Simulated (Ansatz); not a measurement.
# WO+ (quartet): the correlation ladder, def2-QZVPP

One table from this session's results is given with a row withheld; the runs are named, their logs left out.

The runs use Ansatz 0.2.0, Gaussian basis; def2-QZVPP, core rule «outside noble gas», up to 5 orbitals frozen.

The runs, in order: UHF; ROHF; CCSD(T) on UHF.

## What is computed

The geometry is a PBE0/def2-TZVP stationary point (not a proven minimum) of the parent state, kept for this charge and spin. No spin-orbit coupling is included. Elements past krypton take def2 core potentials.

2 atoms, charge 1, spin multiplicity 4.

Atoms are counted from 1 here; the program's logs count them from 0.

Bond lengths: W1–O2 1.631 Å.

Coordinates:

```xyz
2
charge 1, multiplicity 4
W     0.0000    0.0000    0.0000
O     0.0000    0.0000    1.6312
```

The first run:

Contents of in.yaml:

```yaml
crystal:
  periodic: [false, false, false]
  atoms:
    - {symbol: W, position_ang: [0.000000, 0.000000, 0.000000]}
    - {symbol: O, position_ang: [0.000000, 0.000000, 1.631200]}
basis:
  gaussian: {orbitals: "def2-QZVPP.json"}
total_charge: 1
magnetization: {spin_polarized: true, initial_magnetization: 3}
hamiltonian: {xc: hf}
output: {orbitals: {seedname: orbitals}}
```

Started as:

```sh
ansatz run in.yaml --threads 1 --pin off --events-out ev --progress --plain --max-ram 4096MiB --backend cpu
```

Steps of the session up to this table: UHF; ROHF; CCSD(T) on UHF.

One table of the session follows, with a row left open; its other results are not shown here.

| method | from UCCSD(T) (meV) |
| --- | --- |
| ROHF | +11298.4 |
| UHF | +10917.7 |
| UMP2 | ? |
| UCCSD | +677.8 |
| UCCSD(T) | 0 |

Estimate the missing values for UMP2.

The run gave: from UCCSD(T) (meV): +320.5. In the column «from UCCSD(T) (meV)» it lies between UCCSD(T) (0) and UCCSD (+677.8).
